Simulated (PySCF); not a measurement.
# CoF₆ (-2): ligand-field states, part 3 of 3

PySCF 2.14.0. Atoms count from 0. Earlier steps stand in the parts before.

## 8. Ligand-field states: state-averaged CASSCF (polar angle and twist at [49.1, 0]°) in water

Job settings and geometry (Å):

```
{"job": {"kind": "lf", "basis": {"metal": "x2c-TZVPall", "ligand": "x2c-SVPall"}, "nevpt": true, "solvent": "water", "reuse": true}, "charge": -2, "metal": "Co", "open_shell": "d5"}
Co     0.000000     0.000000     0.000000
F      1.383212     0.000000     1.198176
F     -0.691606     1.197897     1.198176
F     -0.691606    -1.197897     1.198176
F      1.383212     0.000000    -1.198176
F     -0.691606     1.197897    -1.198176
F     -0.691606    -1.197897    -1.198176
```

With the program's defaults for keys left out, this is: state-averaged CASSCF of the metal d shell, SC-NEVPT2 on the averaged canonical orbitals, state-interaction spin-orbit coupling.

Standard output:

```text
basis functions 132, electrons 83, active (5e, 5o)
start from the orbitals of the previous structure
stage 1: DIIS on the effective Fock matrix, level shift 0.30
cycle   1  E = -1987.4025251633  dE = -1.987e+03  max|g| = 1.091e+00
cycle   2  E = -1988.1430267881  dE = -7.405e-01  max|g| = 5.007e-01
cycle   3  E = -1988.0830274781  dE =  6.000e-02  max|g| = 8.473e-01
cycle   4  E = -1988.4182816375  dE = -3.353e-01  max|g| = 1.133e-01
cycle   5  E = -1988.4822658066  dE = -6.398e-02  max|g| = 1.923e-01
cycle   6  E = -1988.4059226886  dE =  7.634e-02  max|g| = 1.906e-01
cycle   7  E = -1988.0866202064  dE =  3.193e-01  max|g| = 5.320e-01
cycle   8  E = -1987.3439884597  dE =  7.426e-01  max|g| = 8.646e-01
cycle   9  E = -1986.2789520539  dE =  1.065e+00  max|g| = 1.481e+00
cycle  10  E = -1985.3333780605  dE =  9.456e-01  max|g| = 1.885e+00
cycle  11  E = -1984.5262045046  dE =  8.072e-01  max|g| = 2.090e+00
cycle  12  E = -1983.9307474173  dE =  5.955e-01  max|g| = 2.326e+00
cycle  13  E = -1983.4841041349  dE =  4.466e-01  max|g| = 2.448e+00
cycle  14  E = -1983.4475205163  dE =  3.658e-02  max|g| = 2.004e+00
cycle  15  E = -1983.3543904082  dE =  9.313e-02  max|g| = 2.018e+00
stage 2: quasi-Newton rotations from the point of smallest gradient
cycle  17  E = -1988.4929280857  dE = -7.465e-02  max|g| = 8.570e-02
cycle  18  E = -1988.5075013370  dE = -1.457e-02  max|g| = 1.068e-01
cycle  20  E = -1988.5143871388  dE = -6.886e-03  max|g| = 3.797e-02
cycle  22  E = -1988.5154635727  dE = -1.076e-03  max|g| = 1.500e-02
cycle  23  E = -1988.5158634604  dE = -3.999e-04  max|g| = 6.834e-03
cycle  24  E = -1988.5159049500  dE = -4.149e-05  max|g| = 1.231e-03
cycle  25  E = -1988.5159088689  dE = -3.919e-06  max|g| = 5.021e-04
cycle  26  E = -1988.5159092998  dE = -4.309e-07  max|g| = 2.222e-04
cycle  27  E = -1988.5159093460  dE = -4.621e-08  max|g| = 5.195e-05
cycle  28  E = -1988.5159093505  dE = -4.559e-09  max|g| = 2.392e-05
cycle  29  E = -1988.5159093513  dE = -7.831e-10  max|g| = 2.991e-06
converged average energy = -1988.5159093513

 mult deg   label        CASSCF/cm-1   NEVPT2/cm-1
   6   1   6A1'                0.0           0.0
   2   2   2E'             27808.8        1373.5
   4   2   4E''            20775.8        5083.8
   4   1   4A1''           25289.0       14651.1
   4   1   4A2''           24299.4       14744.1
   4   2   4E''            30013.7       16043.6
   2   2   2E''            35583.4       19227.3
   2   1   2A1''           35481.1       20268.7
   2   2   2E''            36524.7       20636.0
   2   1   2A2''           35409.7       20721.9
   2   2   2E''            39286.2       21283.6
   4   2   4E'             30628.0       26103.1
   2   1   2A1'            39512.2       26880.8
   4   1   4A1'            30802.3       27091.4
   2   1   2A1''           41569.3       27323.6
   2   1   2A2''           42792.9       27345.3
   4   2   4E'             31513.3       27714.3
   4   1   4A2'            36117.4       30025.0
   4   2   4E'             39006.9       31893.9
   4   1   4A1'            39355.8       33561.3
   2   2   2E''            48188.6       35952.1
   2   2   2E''            53964.1       36725.1
   2   1   2A2''           51868.3       37019.8
   2   1   2A1''           52646.7       37390.7
   2   1   2A1'            44087.9       38360.4
   2   1   2A2'            43956.7       38911.1
   2   1   2A1'            49668.2       39090.0
   4   1   4A2'            50331.8       40054.2
   2   2   2E'             44344.7       40209.5
   2   2   2E'             48133.2       40903.4
   2   1   2A1'            51238.4       41409.1
   2   2   2E'             52511.0       43593.7
   2   2   2E'             54320.7       44088.6
   2   1   2A2'            52096.4       44195.4
   2   1   2A2'            55040.7       46455.0
   2   2   2E'             55801.2       47553.1
   4   2   4E'             54842.5       47872.7
   2   2   2E'             57215.8       49912.3
   2   2   2E'             60053.1       50140.5
   4   2   4E''            49330.9       50569.8
   2   1   2A2'            61205.2       51802.1
   2   1   2A1'            64650.4       52529.8
   4   1   4A2''           57579.9       52613.9
   4   1   4A1''           57511.7       52771.7
   4   2   4E''            60780.0       58178.6
   2   2   2E'             71766.2       62233.0
   2   2   2E''            65322.2       62628.6
   2   1   2A1'            76479.4       62690.8
   2   1   2A1''           68289.0       63695.9
   2   1   2A2''           69325.3       64343.5
   2   1   2A1''           65126.8       64787.1
   2   1   2A2''           65398.9       65025.2
   2   2   2E'             81408.0       67017.9
   2   2   2E''            67772.0       67376.8
   2   2   2E''            67338.8       67782.7
   2   2   2E'             76828.4       68029.5
   2   2   2E''            80567.3       69854.4
   2   1   2A1'            84001.3       70093.1
   2   2   2E''            82961.9       70342.1
   2   2   2E'             85133.3       73982.1

spin-orbit levels / cm-1
      0.00  x2  6A1' 0.96
     44.92  x2  6A1' 0.99
     63.12  x2  6A1' 0.99
    893.37  x2  2E' 0.96
   1910.63  x2  2E' 0.98
   5199.19  x2  4E'' 1.00
   5244.14  x2  4E'' 0.99
   5271.87  x2  4E'' 0.97
   5379.13  x2  4E'' 0.95
  14598.92  x2  4A1'' 0.60 4A2'' 0.40
  14709.36  x2  4A1'' 0.76 4A2'' 0.24
  14884.68  x2  4A2'' 0.76 4A1'' 0.24
  15057.36  x2  4A2'' 0.60 4A1'' 0.40
  15722.99  x2  4E'' 1.00
  15974.74  x2  4E'' 0.99
  16269.47  x2  4E'' 0.99
  16624.15  x2  4E'' 1.00
  19091.16  x2  2E'' 0.99
  19492.31  x2  2E'' 0.96
  20233.99  x2  2A1'' 0.82 2A2'' 0.17
  20393.27  x2  2E'' 0.92 2E'' 0.07
  20605.37  x2  2E'' 0.56 2E'' 0.41
  20910.93  x2  2A2'' 0.82 2A1'' 0.17
  21400.51  x2  2E'' 0.55 2E'' 0.43
  21950.57  x2  2E'' 0.91 2E'' 0.07
  26137.58  x2  4E' 0.92 2A1'' 0.07
  26210.50  x2  4E' 0.99
  26239.22  x2  4E' 0.99
  26247.12  x2  4E' 0.98
  27016.24  x2  2A1' 0.99
```

Wall time 21 s (1 thread of Arm Neoverse N1, shared host); peak memory 0.32 GiB.

Warnings kept with the result: strongly covalent, metal-shell active space is small for this complex.

Key values:

| quantity | value |
| --- | --- |
| spin-orbit constant ζ | 519 cm⁻¹ |

Powder susceptibility:

| T (K) | χT (cm³ K/mol) | μ(eff) |
| --- | --- | --- |
| 2 | 3.128 | 5.00 |
| 20 | 3.751 | 5.48 |
| 100 | 4.272 | 5.84 |
| 300 | 4.299 | 5.86 |

## 9. Ligand field across the series

From the NEVPT2 states (cm⁻¹; the spread is that of the fitted one-electron ligand-field levels):

| step | setting | ground state | next state | orbital spread | Racah B | ζ | μ(eff), 300 K |
| --- | --- | --- | --- | --- | --- | --- | --- |
| 2 | as given | 2T2g | 6A1g at 10014 | 23093 | 1044 | 533 | 2.62 |
| 3 | polar angle and twist at [50, 60] | 2Eg | 2A1g at 703 | 23601 | 1061 | 532 | 2.64 |
| 4 | polar angle and twist at [59, 60] | 2A1g | 2Eg at 948 | 23649 | 1058 | 532 | 2.54 |
| 5 | polar angle and twist at [54.7356, 45] | 2E | 2A1 at 2187 | 22603 | 1033 | 531 | 2.56 |
| 6 | polar angle and twist at [52, 30] | 2E | 6A1 at 5606 | 20497 | 1005 | 526 | 2.65 |
| 7 | polar angle and twist at [50, 15] | 2E | 6A1 at 1074 | 19015 | 956 | 521 | 2.78 |
| 8 | polar angle and twist at [49.1, 0] | 6A1' | 2E' at 1374 | 19503 | 894 | 519 | 5.86 |

## 10. Summary of results

The summary covers parts 1 to 3.

```
                                                         quantity       value
   spin-orbit constant ζ (step 2, state-averaged CASSCF in water)    533 cm⁻¹
ground multiplicity, μ(eff) at 300 K (step 2, 6 donors at 1.83 Å)  2, 2.62 μB
ground multiplicity, μ(eff) at 300 K (step 3, 6 donors at 1.83 Å)  2, 2.64 μB
ground multiplicity, μ(eff) at 300 K (step 4, 6 donors at 1.83 Å)  2, 2.54 μB
ground multiplicity, μ(eff) at 300 K (step 5, 6 donors at 1.83 Å)  2, 2.56 μB
ground multiplicity, μ(eff) at 300 K (step 6, 6 donors at 1.83 Å)  2, 2.65 μB
ground multiplicity, μ(eff) at 300 K (step 7, 6 donors at 1.83 Å)  2, 2.78 μB
ground multiplicity, μ(eff) at 300 K (step 8, 6 donors at 1.83 Å)  6, 5.86 μB
```

What this shows: In step 2 the ground spin is not settled: NEVPT2 puts multiplicity 2 lowest, 10014 cm⁻¹ below multiplicity 6, and CASSCF favours 6. In step 2, χT goes from 0.50 at 2 K to 0.86 cm³ K/mol at 300 K, as higher levels fill or mix in. In step 3 the ground spin is not settled: NEVPT2 puts multiplicity 2 lowest, 11242 cm⁻¹ below multiplicity 6, and CASSCF favours 6. In step 4 the ground spin is not settled: NEVPT2 puts multiplicity 2 lowest, 11361 cm⁻¹ below multiplicity 6, and CASSCF favours 6. In step 5 the ground spin is not settled: NEVPT2 puts multiplicity 2 lowest, 8906 cm⁻¹ below multiplicity 6, and CASSCF favours 6. In step 6 the ground spin is not settled: NEVPT2 puts multiplicity 2 lowest, 5606 cm⁻¹ below multiplicity 6, and CASSCF favours 6. In step 7 the ground spin is not settled: NEVPT2 puts multiplicity 2 lowest, 1074 cm⁻¹ below multiplicity 6, and CASSCF favours 6. In step 8 the ground spin is not settled: NEVPT2 puts multiplicity 6 lowest, 1374 cm⁻¹ below multiplicity 2, within the method's error. The spread of the ligand-field levels runs from 19015 cm⁻¹ (polar angle and twist at [50, 15]) to 23649 cm⁻¹ (polar angle and twist at [59, 60]); μ(eff) at 300 K: 2.54 to 5.86 μB; the ground multiplicity changes (2, 6). The bonding is strongly covalent, and an active space of the metal's shell alone is small for it, so these values are rough.
